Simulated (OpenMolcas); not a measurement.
**GeN2H4 (SMILES [NH2][Ge][NH2]) at 6 levels**

Wanted: a comparison of 6 runs (HF/def2-SVPD, B2PLYP/def2-SVPD, B3LYP/def2-SVPD, BLYP/def2-SVPD, M06-L/def2-SVPD, CCSD(T)/def2-SVPD) of GeN2H4. 

The results are computed with OpenMolcas 26.06.

1 further run of the same task is left out (set aside as unsound or not needed).

## 1. The molecule

GeN2H4 has 7 atoms, charge 0, and is taken as a singlet. As SMILES, `[NH2][Ge][NH2]`. The coordinates come from a PBE0-D4/def2-TZVP relaxation. This is one conformer, not always the lowest.

Bond lengths: N1–Ge2 1.827 Å, Ge2–N3 1.827 Å, N1–H4 1.006 Å, N1–H5 1.008 Å, N3–H6 1.008 Å, N3–H7 1.006 Å. Angles: N1–Ge2–N3 97.3°, Ge2–N1–H4 120.9°, Ge2–N1–H5 126.9°, Ge2–N3–H6 126.9°, Ge2–N3–H7 120.9°, H4–N1–H5 112.3°, H6–N3–H7 112.3°.

## 2. Energy and forces at HF/def2-SVPD (run 1)

The input, mol.input:

```
>>> EXPORT MOLCAS_PRINT=2

&GATEWAY
  BASLIB = $CurrDir
  COORD
  7
  angstrom
  N       -1.179700       0.092100      -0.683900
  Ge      -0.069700      -1.237600      -0.102500
  N        1.194700      -0.165000       0.665000
  H       -2.029900      -0.124000      -1.176400
  H       -1.047800       1.084700      -0.566600
  H        1.191600       0.842500       0.702200
  H        2.002000      -0.560700       1.116500
  BASIS = def2-SVPD
  GROUP = NoSym

&SEWARD

&SCF
  THRESHOLDS = 1e-10 1e-07 1e-07 1e-05
  PRORBITALS = 1 2

&ALASKA
```

The basis set def2-SVPD is read from a file made from the Basis Set Exchange's data (not shown).

The run is started by

```
$ export MOLCAS_MEM=1860
$ pymolcas mol.input > mol.log
```

Log:

```text
--- Start Module: gateway ---
[...]
--- Stop Module: gateway /rc=_RC_ALL_IS_WELL_ ---
[...]
      Basis functions          110
[...]
--- Start Module: scf ---
[...]
       Convergence after  13 Iterations
[...]
::    Total SCF energy                              -2186.2864576849
[...]
      Total spin, S                                     0.0000000000
[...]
      Total electronic charge=   50.000000
      Total            charge=   -0.000000
[...]
      Dipole Moment (debye):
      Origin of the operator (angstrom)=   -0.0455   -0.8612   -0.0733
                   X=  8.8318E-02               Y=  1.4393E+00               Z=  1.1890E-01           Total=  1.4469E+00
      Quadrupole Moment (debye*angstrom):
[...]
 *              Molecular gradients               *
 **************************************************
  Irreducible representation: a
 ------------------------------------------------------------------------------------------
                              X                       Y                       Z
 ------------------------------------------------------------------------------------------
  N1                4.63613749285408E-03   -2.70398251571535E-03    2.49621614201834E-03
  GE2              -2.69272709773283E-04   -4.57994059219402E-03   -4.02875159061455E-04
  N3               -4.90019501311245E-03   -1.68437617121864E-03   -2.93491861954376E-03
  H4               -6.13113577515900E-03   -2.59971698260125E-03   -3.53312726954602E-03
  H5                9.73347902324617E-04    7.66402295382562E-03    8.77185624194143E-04
  H6                3.96901597015109E-05    7.78614042128822E-03    2.89469362274142E-04
  H7                5.65142794328199E-03   -3.88214711355572E-03    3.20804991970558E-03
 ------------------------------------------------------------------------------------------
[...]
```

It took 13 s on 1 thread of Intel Xeon 6975P-C (Granite Rapids), shared host; peak memory 0.65 GiB.

## 3. The energy at B2PLYP/def2-SVPD (run 2)

The input, struct.xyz:

```xyz
7

N     -1.179700     0.092100    -0.683900
Ge    -0.069700    -1.237600    -0.102500
N      1.194700    -0.165000     0.665000
H     -2.029900    -0.124000    -1.176400
H     -1.047800     1.084700    -0.566600
H      1.191600     0.842500     0.702200
H      2.002000    -0.560700     1.116500
```

The input, mol.inp:

```
&gateway
baslib=$CurrDir
coord=struct.xyz
basis=def2-SVPD
group=NoSym
&seward
gridinput
Grid=UltraFine
End of Grid
&scf
ksdft=B2PLYP_SCF
thresholds=1e-10 1e-07 1e-07 1e-05
prorbitals=1 1
&mbpt2
frozen=11
```

The basis set def2-SVPD is read from a file made from the Basis Set Exchange's data (not shown).

The run is started by

```
$ export MOLCAS_MEM=1860
$ pymolcas mol.inp > mol.log
```

Log:

```text
--- Start Module: gateway ---
[...]
--- Stop Module: gateway /rc=_RC_ALL_IS_WELL_ ---
[...]
      Basis functions          110
[...]
--- Start Module: scf ---
[...]
       Convergence after  12 Iterations
[...]
::    Total KS-DFT energy                           -2187.9392916165
[...]
      Total spin, S                                     0.0000000000
[...]
      Total electronic charge=   50.000000
      Total            charge=   -0.000000
[...]
      Dipole Moment (debye):
      Origin of the operator (angstrom)=   -0.0455   -0.8612   -0.0733
                   X=  8.3389E-02               Y=  1.3615E+00               Z=  1.1273E-01           Total=  1.3687E+00
      Quadrupole Moment (debye*angstrom):
[...]
--- Stop Module: scf /rc=_RC_ALL_IS_WELL_ ---
[...]
--- Start Module: mbpt2 ---
[...]
 ###    WARNING: MP2 implementation intended for RHF references only         ###
 ###############################################################################
MBPT2 WARNING: Reference function according to RunFile:KS-DFT
I'll assume you know what you're doing and continue
WARNING!
Default frozen orbitals as non valence orbitals is overwritten by user input.
Default values:  16
[...]
       Reference weight ( Cref**2 )         =        0.77437
::    Total MBPT2 energy                            -2188.6632634231
[...]
      Total MBPT2 calculations                           0.45      0.53
--- Stop Module: mbpt2 /rc=_RC_ALL_IS_WELL_ ---
[...]
```

Wall time 23 s (1 thread of Intel Xeon 6975P-C (Granite Rapids), shared host); peak memory 0.65 GiB.

Runs 3 to 5 aren't shown in full; the table further down has their settings and results.

## 4. The energy at CCSD(T)/def2-SVPD (Cholesky decomposition) (run 6)

The input, mol.inp:

```
* GeH4N2 CCSD(T)
&GATEWAY
BasLib=$CurrDir
Coord
7
angstrom
N       -1.179700       0.092100      -0.683900
Ge      -0.069700      -1.237600      -0.102500
N        1.194700      -0.165000       0.665000
H       -2.029900      -0.124000      -1.176400
H       -1.047800       1.084700      -0.566600
H        1.191600       0.842500       0.702200
H        2.002000      -0.560700       1.116500
Basis=def2-SVPD
Group=NoSym
&SEWARD
High
&SCF
Thresholds=1e-10 1e-07 1e-07 1e-05
PrOrbitals=1 1
&CHCC
Frozen=11
Threshold=1e-08
MaxIterations=80
&CHT3
Frozen=11
```

The basis set def2-SVPD is read from a file made from the Basis Set Exchange's data (not shown).

The run is started by

```
$ export MOLCAS_MEM=1860
$ pymolcas mol.inp > mol.log
```

Log:

```text
--- Start Module: gateway ---
[...]
--- Stop Module: gateway /rc=_RC_ALL_IS_WELL_ ---
[...]
      Basis functions          110
[...]
       Convergence after  13 Iterations
[...]
::    Total SCF energy                              -2186.2864575684
[...]
      Total spin, S                                     0.0000000000
[...]
      Total electronic charge=   50.000000
      Total            charge=   -0.000000
[...]
      Dipole Moment (debye):
      Origin of the operator (angstrom)=   -0.0455   -0.8612   -0.0733
                   X=  8.8318E-02               Y=  1.4393E+00               Z=  1.1890E-01           Total=  1.4469E+00
      Quadrupole Moment (debye*angstrom):
[...]
--- Start Module: chcc ---
[...]
--- Stop Module: chcc /rc=_RC_ALL_IS_WELL_ ---
[...]
--- Start Module: cht3 ---
[...]
--- Stop Module: cht3 /rc=_RC_ALL_IS_WELL_ ---
[...]
```

Run time: 4.2 min. Hardware: 1 thread of Intel Xeon 6975P-C (Granite Rapids), shared host; peak memory 0.23 GiB.

## 5. The series

```
run                                       level      task  frozen core orbitals   energy (Eh)  dipole moment (D) of the reference  HOMO energy (eV)  LUMO energy (eV)  wall time
  1                                HF/def2-SVPD  gradient                     –  -2186.286458                                1.45             -9.28              2.31       13 s
  2                            B2PLYP/def2-SVPD    energy                    11  -2188.134764                                1.37             -7.80              0.42       23 s
  3                             B3LYP/def2-SVPD  gradient                     –  -2188.665150                                1.38             -6.73             -0.92       30 s
  4                              BLYP/def2-SVPD  gradient                     –  -2188.638713                                1.41             -5.55             -1.37       31 s
  5                             M06-L/def2-SVPD  gradient                     –  -2188.537894                                1.46             -5.81             -1.17       40 s
  6  CCSD(T)/def2-SVPD (Cholesky decomposition)    energy                    11  -2186.913206                                1.45             -9.28              2.31    4.2 min
```

## 6. What came out

| quantity | value |
| --- | --- |
| run 6: total energy | -2186.91321 Eh |
| run 6: dipole moment (mean-field density) | 1.45 D |
| run 6: HOMO energy (Hartree–Fock orbitals) | -9.28 eV |
| run 6: LUMO energy (Hartree–Fock orbitals) | 2.31 eV |
| run 6: HOMO–LUMO gap (Hartree–Fock orbitals) | 11.59 eV |
| run 6: correlation energy (11 core orbitals frozen) | -626.7 mEh |
| run 6: (T) correction | -20.81 mEh |

Over runs 1, 2, 3, 4, 5 the dipole moment (its size) runs from 1.37 D (B2PLYP/def2-SVPD) to 1.46 D (M06-L/def2-SVPD). A double hybrid's value is that of its SCF part. Over runs 1, 2, 3, 4, 5 the HOMO–LUMO gap runs from 4.18 eV (BLYP/def2-SVPD) to 11.59 eV (HF/def2-SVPD). Exact exchange widens orbital gaps. For B2PLYP the log adds the whole second-order term; the table takes 0.27 of it, as the functional is defined. Totals of different functionals can't be ranked against each other. All runs together took 6.5 min, the longest 4.2 min.
